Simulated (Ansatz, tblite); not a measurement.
# (F)3Sn-S-SiH3 (F₃H₃SSiSn): charged states by level of theory

One table from this session's results is given with a row withheld; the runs are named, their logs left out.

The runs use Ansatz 0.2.0, Gaussian basis; as each input shows.

Plan: charge +1 doublet, at the geometry of the singlet (PBE0-D4/def2-TZVP, PBE-D4/def2-TZVP, B2PLYP/def2-TZVP, CCSD(T)/def2-SVP); charge +1 doublet, relaxed (PBE0-D4/def2-TZVP, PBE-D4/def2-TZVP); the starting singlet's energies come from earlier runs.

3 further runs of the same task are left out: 3 set aside as unsound or not needed.

### The relaxed structure

The singlet was relaxed beforehand with PBE-D4/def2-SVP.

9 atoms, charge 0, spin multiplicity 1.

Atoms are counted from 1 here; the program's logs count them from 0.

Bond lengths: Sn1–F2 1.951 Å, Sn1–F3 1.939 Å, Sn1–F4 1.939 Å, Sn1–S5 2.392 Å, S5–Si6 2.203 Å, Si6–H7 1.497 Å, Si6–H8 1.497 Å, Si6–H9 1.500 Å. Angles: F2–Sn1–F3 107.0°, F2–Sn1–F4 106.6°, F2–Sn1–S5 105.8°, F3–Sn1–F4 104.4°, F3–Sn1–S5 116.1°, F4–Sn1–S5 116.2°, Sn1–S5–Si6 96.9°, S5–Si6–H7 111.3°, S5–Si6–H8 111.1°, S5–Si6–H9 100.9°, H7–Si6–H8 111.7°, H7–Si6–H9 110.7°, H8–Si6–H9 110.7°.

Sn takes a core potential in the def2 sets. No spin-orbit coupling is included.

The first run:

The input, in.yaml:

```yaml
crystal:
  periodic: [false, false, false]
  atoms:
    - {symbol: Sn, position_ang: [1.504550, -0.149690, 0.744603]}
    - {symbol: F, position_ang: [1.154942, -1.312014, -0.782249]}
    - {symbol: F, position_ang: [3.163432, 0.784439, 0.378893]}
    - {symbol: F, position_ang: [1.923861, -1.310163, 2.240126]}
    - {symbol: S, position_ang: [-0.443468, 1.217238, 0.984064]}
    - {symbol: Si, position_ang: [-1.609110, 0.305768, -0.648273]}
    - {symbol: H, position_ang: [-0.951021, 0.525975, -1.974422]}
    - {symbol: H, position_ang: [-1.856285, -1.147671, -0.388764]}
    - {symbol: H, position_ang: [-2.886891, 1.086118, -0.553986]}
basis:
  gaussian: {orbitals: def2-TZVP}
total_charge: 1
magnetization: {spin_polarized: true, initial_magnetization: 1}
hamiltonian: {xc: pbe0, dispersion: d4}
scf: {omitted_lower_state_checks: [starts]}
output: {orbitals: {seedname: orbitals}}
```

Run with:

```bash
ansatz run in.yaml --threads 2 --pin off --events-out ev --progress --plain --max-ram 32768MiB --backend cpu
```

Among the steps run: Charge +1 doublet at the fixed geometry, PBE0-D4/def2-TZVP; Charge +1 doublet at the fixed geometry, PBE-D4/def2-TZVP; Charge +1 doublet at the fixed geometry, B2PLYP/def2-TZVP; Charge +1 doublet at the fixed geometry, CCSD(T)/def2-SVP.

One of the session's tables, all rows but one given; the rest of the session is left out.

It belongs to the step «Vertical ionisation energy». 

```
           method  vertical ionisation energy (eV)
      HF/def2-SVP                            10.06
 PBE-D4/def2-TZVP                                ?
PBE0-D4/def2-TZVP                            10.65
 B2PLYP/def2-TZVP                            10.67
     MP2/def2-SVP                            10.59
    CCSD/def2-SVP                            10.48
 CCSD(T)/def2-SVP                            10.46
```

Q: Estimate the row for PBE-D4/def2-TZVP from the others.

The run gave: vertical ionisation energy (eV): 10.40. In the column «vertical ionisation energy (eV)» it lies between HF/def2-SVP (10.06) and CCSD(T)/def2-SVP (10.46).
